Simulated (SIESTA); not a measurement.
Write the native input for SIESTA 5.4.2 that does the following.

| Quantity | Value |
| --- | --- |
| Task | single point |
| Functional | PBEsol |
| Potentials or basis | PseudoDojo 0.4 standard (PBEsol files) |
| Basis | DZP (energy shift 0.003 Ry; two zetas on semicore shells) |
| Grid cutoff | 800 Ry |
| Energy shift | 0.003 Ry |
| k mesh | 8 × 8 × 7 |
| Occupations | fermi-dirac, width 0.05 eV |
| Spin | no spin polarisation |

Crystal: NbTe.

```
Te Nb
1.0
     3.70297    0.00000    0.00000
    -1.85149    3.20687    0.00000
     0.00000    0.00000    3.69421
Te Nb
1 1
Direct
  0.66536 0.32952 0.99436
  0.00067 0.99729 0.50685
```

The cell comes from a database or a generator and needn't be the stable form of this composition.

The cell isn't the ideal one: atoms moved at random, drawn with an rms of 0.05 Å.

One way to write it, as run:

NbTe.fdf

```
SystemName                      NbTe
SystemLabel                     NbTe
NumberOfSpecies                 2
NumberOfAtoms                   2
%block ChemicalSpeciesLabel
  1  52 Te
  2  41 Nb
%endblock ChemicalSpeciesLabel

LatticeConstant                 1.0 Ang
%block LatticeVectors
     3.7029743866     0.0000000000     0.0000000000
    -1.8514871933     3.2068698884     0.0000000000
     0.0000000000     0.0000000000     3.6942110000
%endblock LatticeVectors
AtomicCoordinatesFormat         Fractional
%block AtomicCoordinatesAndAtomicSpecies
     0.6653620000     0.3295180000    -0.0056360000  1  Te
     0.0006730000    -0.0027150000     0.5068540000  2  Nb
%endblock AtomicCoordinatesAndAtomicSpecies

%block kgrid.MonkhorstPack
    8   0   0  0.0
    0   8   0  0.0
    0   0   7  0.0
%endblock kgrid.MonkhorstPack
XC.Functional                   GGA
XC.Authors                      PBEsol
PAO.BasisSize                   DZP
PAO.EnergyShift                 0.003 Ry
Mesh.Cutoff                     800 Ry
OccupationFunction              FD
ElectronicTemperature           0.05 eV
MaxSCFIterations                120
SCF.MustConverge                false
SCF.Mixer.Method                Pulay
SCF.Mixer.Weight                0.25
SCF.Mixer.History               8
SCF.DM.Tolerance                5.0e-05
SCF.H.Tolerance                 1.0e-03 eV
WriteForces                     true
Charge.Mulliken                 end
%block PAO.Basis
  Te 4
  n=5 0 2
    5.613 0.000
  n=5 1 2
    7.253 0.000
  n=4 2 2
    3.260 0.000
  n=5 2 1
    7.253
  Nb 5
  n=4 0 2
    3.366 0.000
  n=5 0 2
    9.113 0.000
  n=4 1 2
    3.905 0.000
  n=5 1 1
    9.113
  n=4 2 2
    7.312 0.000
%endblock PAO.Basis
```

Potentials or basis: PseudoDojo 0.4 standard (PBEsol files), DZP (energy shift 0.003 Ry; two zetas on semicore shells).

The run is started by

```sh
$ siesta NbTe.fdf > NbTe.out 2>&1
```

Results of the run:

The pressure is -2.3 GPa, the largest force is 0.476 eV/Å and the band gap on the k mesh is none (metal or under the smearing width).

Caveat: the basis of atomic orbitals isn't converged, which shifts pressures, moduli and gaps.

Wall time 62 s on 1 thread of Arm Neoverse V2, with other jobs on the host, peak memory 0.36 GiB.
